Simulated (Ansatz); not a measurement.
# CH4AlNO, SMILES [OH][Al]1[CH2][NH]1: a rigid scan of one bond length

Program: the Python package of Ansatz (0.2.0).

Notebook, run cell by cell (the value of a cell's last expression is shown):

**Cell 1**
```python
import ansatz as az
import numpy as np
```

**Cell 2**
```python
geometry_ang = [
    ("O", (-0.4776, 1.8895, -1.6133)),
    ("Al", (-0.0374, 0.4806, -0.6172)),
    ("C", (0.6983, -0.5203, 0.7954)),
    ("N", (0.1023, -1.3809, -0.1526)),
    ("H", (-1.3974, 2.2043, -1.2673)),
    ("H", (1.829, -0.6603, 0.7768)),
    ("H", (0.2598, -0.4758, 1.8058)),
    ("H", (-0.8851, -1.5941, 0.2166)),
]
molecule = az.Crystal.molecule()
for symbol, xyz in geometry_ang:
    molecule = molecule.atom(symbol, xyz)
```

**Cell 3**
```python
symbols = [site.symbol for site in molecule.cartesian_sites]
start = np.array([site.position_ang for site in molecule.cartesian_sites])
axis = (start[7] - start[3]) / np.linalg.norm(start[7] - start[3])
moving = [7]
lengths, energies = [0.91, 0.99, 1.08, 1.18, 1.34, 1.61, 1.94, 2.37], []
for length in lengths:
    xyz = start.copy()
    xyz[moving] += (length - np.linalg.norm(start[7] - start[3])) * axis
    point = az.Crystal.molecule()
    for symbol, xyz in zip(symbols, xyz):
        point = point.atom(symbol, xyz.tolist())
    model = (
        point.calculation()
        .basis(gaussian="cc-pVDZ")
        .functional("r2scan")
        .spin("collinear")
    )
    summary = model.run(threads=1).report
    energies.append(summary["free_energy_ev"])
    print(f"r = {length:6.3f} A  E = {energies[-1]:.5f} eV  <S^2> = {abs(summary['mean_field']['state']['spin_squared']):.3f}")
```
Output:
```text
r =  0.910 A  E = -11231.38740 eV  <S^2> = 0.000
r =  0.990 A  E = -11231.73989 eV  <S^2> = 0.000
r =  1.080 A  E = -11231.73718 eV  <S^2> = 0.000
r =  1.180 A  E = -11231.46146 eV  <S^2> = 0.000
r =  1.340 A  E = -11230.76966 eV  <S^2> = 0.000
r =  1.610 A  E = -11229.52997 eV  <S^2> = 0.000
r =  1.940 A  E = -11228.42404 eV  <S^2> = 0.420
r =  2.370 A  E = -11227.99551 eV  <S^2> = 0.997
```

**Cell 4**
```python
print("energy above the lowest point (eV):", [round(e - min(energies), 3) for e in energies])
```
Output:
```text
energy above the lowest point (eV): [0.352, 0.0, 0.003, 0.278, 0.97, 2.21, 3.316, 3.744]
```

Reading the output:
- Total energies depend on the basis set; only differences at equal settings carry meaning.
- The rest of the molecule is held rigid at a force-field or estimated start geometry, and the basis set is modest; single-reference methods fail as a bond breaks.
- The expectation value of S² is noticeably off S(S+1) in at least one run, so that state is spin-contaminated.
- It ran for 120 s on 1 thread of Arm Neoverse V2, on a shared host, peak memory 0.3 GiB.

(Lines on the test bed's own set-up are left out of the output.)
